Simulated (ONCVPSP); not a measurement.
**An ONCV potential for Sc, from input to tests**

Aim: build the potential from the settings below, then test how well it stands in for the atom: other configurations, scattering, ghost states and the plane-wave cutoff that it needs.

Program: ONCVPSP 4.0.1. Reference atom: LDA (Perdew-Wang 92), scalar-relativistic, spherical and spin-unpolarised. All values are calculated.

## 1. Settings

The settings as typed:

```json
{
  "element": "scandium (Sc, Z = 21)",
  "type": "optimised norm-conserving Vanderbilt (ONCV)",
  "frozen core": "[Ne]",
  "valence charge": "11",
  "reference configuration": "3s2 3p6 3d1 4s2",
  "partial waves": "3s+4s: rc 1.85 bohr, ncon 4, nbas 8, qcut 8.6 1/bohr, 3 projectors, debl 1.9 Ha; 3p: rc 1.30 bohr, ncon 4, nbas 8, qcut 13.1 1/bohr, 1 projector; 3d: rc 1.40 bohr, ncon 4, nbas 8, qcut 8.1 1/bohr, 2 projectors, debl 3.1 Ha; f scattering state at 0.18 Ha: rc 1.90 bohr, ncon 4, nbas 8, qcut 5.4 1/bohr, 2 projectors, debl 1.3 Ha",
  "local potential": "polynomial inside 1.00 bohr (lpopt 4, dvloc0 0 Ha)",
  "core correction": "polynomial model core, fcfact 0.6"
}
```

The nodes and maxima of the atom's own shells, from an earlier all-electron run, set the scale for the radii.

All-electron outer shells of the reference configuration (LDA (PZ), scalar-relativistic, ld1.x):

```csv
shell,level (eV),outermost node (bohr),outermost maximum (bohr)
2p,-388.03,–,0.23
3s,-54.71,0.42,0.92
3p,-33.56,0.39,0.97
4s,-4.30,1.33,3.06
3d,-3.42,–,1.10
4p,-1.52,1.49,4.03
```

## 2. Generation

Contents of Sc.dat:

```
# ATOM AND REFERENCE CONFIGURATION
# atsym  z   nc   nv     iexc    psfile
  Sc 21.00    3    4  -001012      upf
#
#   n    l    f
    1    0    2.00
    2    0    2.00
    2    1    6.00
    3    0    2.00
    3    1    6.00
    3    2    1.00
    4    0    2.00
#
# PSEUDOPOTENTIAL AND OPTIMIZATION
# lmax
    3
#
#   l,   rc,      ep,       ncon, nbas, qcut
    0    1.85    0.00    4    8    8.60
    1    1.30    0.00    4    8   13.10
    2    1.40    0.00    4    8    8.10
    3    1.90    0.18    4    8    5.40
#
# LOCAL POTENTIAL
# lloc, lpopt,  rc(5),   dvloc0
    4    4    1.00    0.00
#
# VANDERBILT-KLEINMAN-BYLANDER PROJECTORs
# l, nproj, debl
    0    3    1.90
    1    1    1.60
    2    2    3.10
    3    2    1.30
#
# MODEL CORE CHARGE
# icmod, fcfact, rcfact
    1    0.60    0.00
#
# LOG DERIVATIVE ANALYSIS
# epsh1, epsh2, depsh
   -4.00    5.00    0.02
#
# OUTPUT GRID
# rlmax, drl
    6.00    0.01
#
# TEST CONFIGURATIONS
# ncnf
    4
# nvcnf
#   n    l    f
    4
    3    0    2.00
    3    1    6.00
    3    2    1.00
    4    0    1.00
#
    4
    3    0    2.00
    3    1    6.00
    3    2    1.00
    4    0    0.00
#
    4
    3    0    2.00
    3    1    6.00
    3    2    0.00
    4    0    0.00
#
    4
    3    0    1.00
    3    1    6.00
    3    2    1.00
    4    0    2.00
#
```

Started as:

```
oncvpsp.x < Sc.dat > Sc.out
```

Q: Predict the outcome of this session. Wanted: cutoffs for 1 and 0.1 mHa per electron, occupied waves; bound ghosts; GHOST(+) flags; largest test error; largest phase difference near zero energy, channels read; rms error of d²Exc/dn², without and with the model core.

**Answer**, as computed:

| quantity | value |
| --- | --- |
| cutoffs for 1 and 0.1 mHa per electron, occupied waves | 35 Ha and 107 Ha |
| bound ghosts | none found |
| GHOST(+) flags | none at low energy |
| largest test error (AE − PS) | -136 meV, for 3s1 3p6 3d1 4s2 |
| largest phase difference near zero energy, channels read | 0.003 rad |
| rms error of d²Exc/dn², without and with the model core | 2.56 and 0.88 mHa |

In words: The worst unpolarised test, 3s1 3p6 3d1 4s2, is off by 136 meV on 61.7 eV; by total energies transferability rates as fair for so large an energy. That test lies far up in energy; among those under 40 eV, nearer to bonding, the largest error is 2.0 meV. The potential is hard: the looser tolerance needs 35 Ha. The tighter tolerance needs 107 Ha, and converged work needs a cutoff nearer that. No bound ghost shows below the valence levels. Near zero energy the phases of the channels with partial waves agree within 0.003 rad. These are tests on the free atom; a crystal test is still owed.
